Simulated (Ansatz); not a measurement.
# H2RuSi: the cost of one run

The runs use Ansatz 0.2.0, Gaussian basis; the settings change from run to run.

13 further runs of the same task are left out: 2 that didn't finish, 11 set aside as unsound or not needed.

### Step 1. The system

The geometry is a PBE0/def2-TZVP stationary point (not a proven minimum) of the parent state, kept for this charge and spin. No spin-orbit coupling is included. Elements past krypton take def2 core potentials.

4 atoms, charge 1, spin multiplicity 2.

Atoms are counted from 1 here; the program's logs count them from 0.

Bond lengths: Ru1–Si2 2.128 Å, Si2–H3 1.503 Å, Si2–H4 1.503 Å. Angles: Ru1–Si2–H3 129.4°, Ru1–Si2–H4 129.4°, H3–Si2–H4 101.3°.

### Step 2. CCSD(T) on ROHF/def2-SVP

File in.yaml:

```yaml
crystal:
  periodic: [false, false, false]
  atoms:
    - {symbol: Ru, position_ang: [0.000000, 0.000000, 0.503040]}
    - {symbol: Si, position_ang: [0.000000, 0.000000, -1.625164]}
    - {symbol: H, position_ang: [0.000000, -1.162253, -2.578865]}
    - {symbol: H, position_ang: [0.000000, 1.162253, -2.578865]}
basis:
  gaussian: {orbitals: def2-SVP}
total_charge: 1
magnetization: {spin_polarized: false, initial_magnetization: 1}
correlation: {method: ccsd_t, electrons: outside_noble_gas}
scf: {omitted_lower_state_checks: [cluster_reference]}
output: {forces: true}
```

Launch:

```bash
$ ansatz run in.yaml --threads 1 --pin off --events-out ev --progress --plain --max-ram 2393MiB
```

**Question.** How long does this run take on 1 thread of Arm Neoverse V2, shared host, and how much memory does it need?

About 28 s, with a peak of 0.29 GiB.
